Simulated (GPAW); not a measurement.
Wanted: an ASE script for a GPAW 26.7.0 run.

| Quantity | Value |
| --- | --- |
| Task | single point |
| Functional | LDA |
| Potentials or basis | the program's PAW data sets (release 1.2.1) made for this functional |
| Cutoff | 600 eV |
| Basis | pw |
| k mesh | 8 × 8 × 10 |
| Occupations | fermi-dirac, width 0.05 eV |
| Spin | no spin polarisation |
| Maxiter | 120 |
| Convergence | default |

The system is Sn.

```
Sn
1.0
    -2.91964    2.91964    1.59380
     2.91964   -2.91964    1.59380
     2.91964    2.91964   -1.59380
Sn
2
Cartesian
  0.0000 0.0000 0.0000
  0.0000 2.9196 0.7969
```

One way to write it, as run:

run.py

```python
from ase import Atoms
from ase.dft.bandgap import bandgap
from ase.io import write
from ase.units import GPa
from gpaw import GPAW, PW

atoms = Atoms(['Sn', 'Sn'],
              cell=[[-2.919644075, 2.919644075, 1.5938],
                    [2.919644075, -2.919644075, 1.5938],
                    [2.919644075, 2.919644075, -1.5938]],
              scaled_positions=[[0.0, 0.0, 0.0],
                                [0.75, 0.25, 0.5]],
              pbc=True)

calc = GPAW(mode=PW(600),
            xc='LDA',
            kpts={'size': (8, 8, 10), 'gamma': True},
            occupations={'name': 'fermi-dirac', 'width': 0.05},
            nbands=24,
            maxiter=120,
            txt='gpaw.txt')
atoms.calc = calc
energy = atoms.get_potential_energy()
forces = atoms.get_forces()
stress = atoms.get_stress()
calc.write('gs.gpw')
write('result.traj', atoms)
print(f'Energy: {energy:.6f} eV')
print('Forces (eV/A):')
print(forces.round(4))
print('Stress (GPa):', (stress / GPa).round(3))
print('Fermi level:', round(calc.get_fermi_level(), 4), 'eV')
print(f'Gap: {bandgap(calc)[0]:.4f} eV, direct: {bandgap(calc, direct=True)[0]:.4f} eV')
```

Potentials or basis: the program's PAW data sets (release 1.2.1) made for this functional, pw.

Command:

```sh
$ OMP_NUM_THREADS=1 python run.py
```

It gave:

The pressure is -2.3 GPa and the band gap on the k mesh is none (metal or under the smearing width).

Run time: 99 s on 1 thread of Intel(R) Xeon(R) Platinum 8488C (Sapphire Rapids), on a shared host, peak memory 0.31 GiB.
